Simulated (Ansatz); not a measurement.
Molecular dynamics of MoS2

input.yaml

```yaml
crystal:
  lattice:
    - [-3.171, -1.830778, 6.114997]
    - [3.171, -1.830778, 6.114997]
    - [0.0, 3.661555, 6.114997]
  atoms:
    - { symbol: Mo, position: [-0.0747211, 0.11432427, -0.04423008] }
    - { symbol: S, position: [0.81547412, 0.89749641, 0.62944462] }
    - { symbol: S, position: [0.39231151, 0.24979266, 0.13302132] }
    - { symbol: Mo, position: [0.40945705, 0.66651608, 0.01204218] }
    - { symbol: S, position: [0.25207694, 0.30262308, 0.76642125] }
    - { symbol: S, position: [0.78355338, 0.77517172, 0.12725323] }
    - { symbol: Mo, position: [0.52619083, 0.19355958, 0.41085209] }
    - { symbol: S, position: [0.24033338, 0.91634416, 0.21987065] }
    - { symbol: S, position: [0.80208543, 0.31366786, 0.6518016] }
    - { symbol: Mo, position: [-0.03903219, 0.59019849, 0.41441152] }
    - { symbol: S, position: [0.83765786, 0.35344657, 0.19762952] }
    - { symbol: S, position: [0.26803893, 0.94894656, 0.64277539] }
basis:
  ecutwfc: 420.0
kpoints:
  mp_grid: { grid: [3, 3, 3] }
hamiltonian:
  xc: lda
  pseudopotentials: { kind: paw, azcp: { folder: soft_1 } }
scf:
  occupations: { method: fermi_dirac, width: 0.36 }
  lower_state_search: "off"
md:
  timestep: 1.5
  n_steps: 300
  ensemble: nvt_langevin
  temperature: 3360.0
  initial_velocities: maxwell_boltzmann
  seed: 985666
  friction: 0.02
  temperature_schedule:
    - { n_steps: 225, end_temperature: 300.0 }
    - { n_steps: 75, end_temperature: 300.0 }
```

Launched with:

```bash
$ ansatz run input.yaml --threads 2 --pin off --max-ram 5120MiB --backend cpu --events-out ev --progress --plain --runs-dir out
```

It goes on from the last frame of an earlier run, with new velocities.

Output, in part (step lines):

```
md step     0: t =     0.00 fs  T =  3080.0 K (target 3360.0 K)  F+E_penalty+E_count = -26328.60680719 eV  E_kin = 4.777450 eV  (10 SCF iters)
md step     1: t =     1.50 fs  T =  3103.4 K (target 3353.2 K)  F+E_penalty+E_count = -26328.43037880 eV  E_kin = 4.813713 eV  (7 SCF iters)
md step     2: t =     3.00 fs  T =  2540.9 K (target 3339.6 K)  F+E_penalty+E_count = -26328.30103220 eV  E_kin = 3.941173 eV  (7 SCF iters)
md step     3: t =     4.50 fs  T =  2027.5 K (target 3326.0 K)  F+E_penalty+E_count = -26328.22554322 eV  E_kin = 3.144937 eV  (7 SCF iters)
md step     4: t =     6.00 fs  T =  1961.6 K (target 3312.4 K)  F+E_penalty+E_count = -26328.20292503 eV  E_kin = 3.042722 eV  (7 SCF iters)
md step     5: t =     7.50 fs  T =  1913.4 K (target 3298.8 K)  F+E_penalty+E_count = -26328.22013405 eV  E_kin = 2.967862 eV  (6 SCF iters)
md step     6: t =     9.00 fs  T =  2249.1 K (target 3285.2 K)  F+E_penalty+E_count = -26328.27863418 eV  E_kin = 3.488687 eV  (6 SCF iters)
md step     7: t =    10.50 fs  T =  2201.8 K (target 3271.6 K)  F+E_penalty+E_count = -26328.37422728 eV  E_kin = 3.415242 eV  (5 SCF iters)
[... lines left out ...]
md step   298: t =   447.00 fs  T =   593.1 K (target 300.0 K)  F+E_penalty+E_count = -26337.64724696 eV  E_kin = 0.919953 eV  (5 SCF iters)
md step   299: t =   448.50 fs  T =   540.9 K (target 300.0 K)  F+E_penalty+E_count = -26337.65277998 eV  E_kin = 0.838976 eV  (5 SCF iters)
md step   300: t =   450.00 fs  T =   536.6 K (target 300.0 K)  F+E_penalty+E_count = -26337.65740652 eV  E_kin = 0.832301 eV  (6 SCF iters)
```

The steps, from the saved trajectory:

```tsv
time (fs)	T (K)	potential energy less start (eV)
0	3080	0.000
15	2820	-0.181
30	3563	-2.827
45	4088	-4.321
60	4103	-4.009
75	3962	-5.915
90	2952	-5.748
105	2052	-5.140
120	2418	-5.072
135	2315	-4.798
150	2459	-4.868
165	1414	-4.914
180	1839	-5.210
195	1125	-4.465
210	1545	-5.447
225	1875	-5.964
240	1861	-6.126
255	1903	-7.155
270	1640	-7.190
285	1012	-6.780
300	978	-7.089
315	1217	-7.806
330	1117	-8.056
345	728	-8.077
360	649	-8.297
375	757	-8.746
390	557	-8.737
405	498	-8.727
420	463	-8.784
435	499	-8.963
450	537	-9.051
```

The run went to its last step. The schedule's set-point averaged 557 K over the second half and the system 1020 K, so it lags behind the ramp. A run of 0.45 ps of so small a system gives no equilibrium averages. Limits of this set-up: coarse k mesh, PAW files made for another functional.

Mean squared displacements from the first frame to the last, about the centre of mass: Mo 0.32 Å², S 0.41 Å².

Last frame:

```xyz
12
Lattice="-3.1710 -1.8308 6.1150 3.1710 -1.8308 6.1150 0.0000 3.6616 6.1150" Properties=species:S:1:pos:R:3
Mo 0.336 -0.724 0.122
S 0.140 -0.673 13.613
S 0.191 -0.657 4.472
Mo -0.039 -2.398 6.150
S 0.143 1.129 7.861
S 0.032 -2.384 10.876
Mo -1.245 0.172 6.188
S 1.706 -1.524 7.579
S -1.409 0.428 10.568
Mo 1.580 0.485 6.101
S -1.510 -1.444 7.849
S 1.821 0.272 10.962
```

The run took 41 min on 2 threads of Arm Neoverse V1, with other jobs on the host, peak memory 0.71 GiB.
